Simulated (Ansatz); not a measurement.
# IrPt: an axial (c/a) deformation path

The task here is to estimate one member of a computed series from the others.

Method: DFT PBEsol, scalar-relativistic, plane waves, PAW, in Ansatz 0.2.0.

## Starting point

It takes space group R-3m (No. 166, trigonal). Conventional cell: a = 2.785 Å, b = 2.785 Å, c = 13.499 Å, α = 90.00°, β = 90.00°, γ = 120.00°. Ir (site symmetry -3m) is surrounded by 6 Pt at 2.77 Å and 6 Ir at 2.78 Å. Pt (site symmetry -3m) is surrounded by 6 Ir at 2.77 Å and 6 Pt at 2.78 Å.

Coordinates:

```xyz
2
Lattice="1.3924 0.8039 4.4997 -1.3924 0.8039 4.4997 0.0000 -1.6078 4.4997" Properties=species:S:1:pos:R:3 pbc="T T T"
Ir    0.0000    0.0000    0.0000
Pt    0.0000    0.0000    6.7495
```

It goes back to an entry of the Materials Project, which need not be the stable form.

No relaxation comes first: the listed cell is the starting point.

The first run:

Input file input.yaml:

```yaml
crystal:
  lattice:
    - [1.3924249017, 0.8039168918, 4.4996969227]
    - [-1.3924249017, 0.8039168918, 4.4996969227]
    - [0.0, -1.6078337837, 4.4996969227]
  atoms:
    - { symbol: Ir, position: [0.0, 0.0, 0.0] }
    - { symbol: Pt, position: [0.5, 0.5, 0.5] }
basis:
  ecutwfc: 420
kpoints:
  mp_grid: { grid: [18, 18, 18] }
hamiltonian:
  xc: pbesol
scf:
  occupations: { method: gaussian, width: 0.15 }
output:
  forces: true
  stress: true
  eigenvalues: true
```

Launch:

```bash
ansatz run input.yaml --threads 1 --pin off --max-ram 1536MiB --backend cpu --events-out ev --progress --plain --runs-dir out
```

Among the steps run: The undisturbed cell; At ρ = 0.850; Point ρ = 1.200; ρ = 0.920; ρ = 1.100; Point ρ = 0.960; At ρ = 1.050.

One of the session's tables, all rows but one given; the rest of the session is left out.

```
    ρ  ΔE (meV/atom)  pressure (GPa)
0.850          253.3            -1.9
0.920           68.5            -8.8
0.960           16.2           -11.0
1.000            0.0           -11.8
1.050              ?               ?
1.100           78.5            -8.6
1.200          261.9             0.5
```

**Question.** Estimate the row for ρ = 1.050.

Worked estimate for «ΔE (meV/atom)». A straight line through the neighbours (1.000, 0.0) and (1.100, 78.5) gives 0.0 + (78.5 − 0.0) × (1.050 − 1.000) / (1.100 − 1.000) = 39.2; a parabola fitted to 4 rows on both sides gives 25.7.

**Answer.** ΔE (meV/atom): 22.1; pressure (GPa): -11.0. In «ΔE (meV/atom)» the line misses by +17.1 and the parabola by +3.6.
